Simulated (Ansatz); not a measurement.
# NbTe: the cost of one run

Program: Ansatz 0.2.0. Level of theory: DFT r²SCAN, scalar-relativistic, plane waves, PAW. These are calculated values, not measurements.

2 further runs of the same task are left out: 2 that didn't finish. Runs told in other sessions of the task aren't counted.

### Step 1. The structure to begin with

Symmetry: F-43m, No. 216, cubic system. The conventional cell has a = 6.365 Å, b = 6.365 Å, c = 6.365 Å, α = 90.00°, β = 90.00°, γ = 90.00°. Nb (site symmetry -43m) has 4 Te at 2.76 Å in its first shell of neighbours. Te (site symmetry -43m) is surrounded by 4 Nb at 2.76 Å.

As a file:

```
CELL_PARAMETERS angstrom
0.00000 3.18250 3.18250
3.18250 0.00000 3.18250
3.18250 3.18250 0.00000
ATOMIC_POSITIONS crystal
Nb 0.00000 0.00000 0.00000
Te 0.25000 0.25000 0.25000
```

An earlier run at r²SCAN left this cell at 32.233 Å³/atom and 0.07 GPa (10×10×10 mesh).

The changes: atom 1 (Nb) moved 0.02 Å along y; strain e1 = -0.02, atoms carried along.

### Step 2. Atom 1 (Nb) moved 0.02 Å along y

Input file input.yaml:

```yaml
crystal:
  lattice:
    - [0.0, 3.182500669, 3.182500669]
    - [3.182500669, 0.0, 3.182500669]
    - [3.182500669, 3.182500669, 0.0]
  atoms:
    - { symbol: Nb, position: [0.0031421832, -0.0031421832, 0.0031421832], spin: 1.77 }
    - { symbol: Te, position: [0.25, 0.25, 0.25] }
basis:
  ecutwfc: 500
  ecutrho_ratio: 4
kpoints:
  mp_grid: { grid: [10, 10, 10] }
hamiltonian:
  xc: r2scan
scf:
  occupations: { method: gaussian, width: 0.05 }
output:
  forces: true
  stress: true
  eigenvalues: true
  populations: true
  write_density: true
  write_potential: true
  elf: true
  volumetric_format: npy
magnetization:
  spin_polarized: true
checkpoint:
  read: start.run
  write: ck
  compress: false
  write_wavefunctions: false
  write_every: 100000
```

start.run holds the converged state of the cell before the atoms were moved.

Command:

```sh
ansatz run input.yaml --threads 2 --pin off --max-ram 2662MiB --backend cpu --events-out ev --progress --plain --runs-dir out
```

Q: Estimate wall time and peak memory on 2 threads of Arm Neoverse V2, shared host.

About 65 s, with a peak of 0.91 GiB.
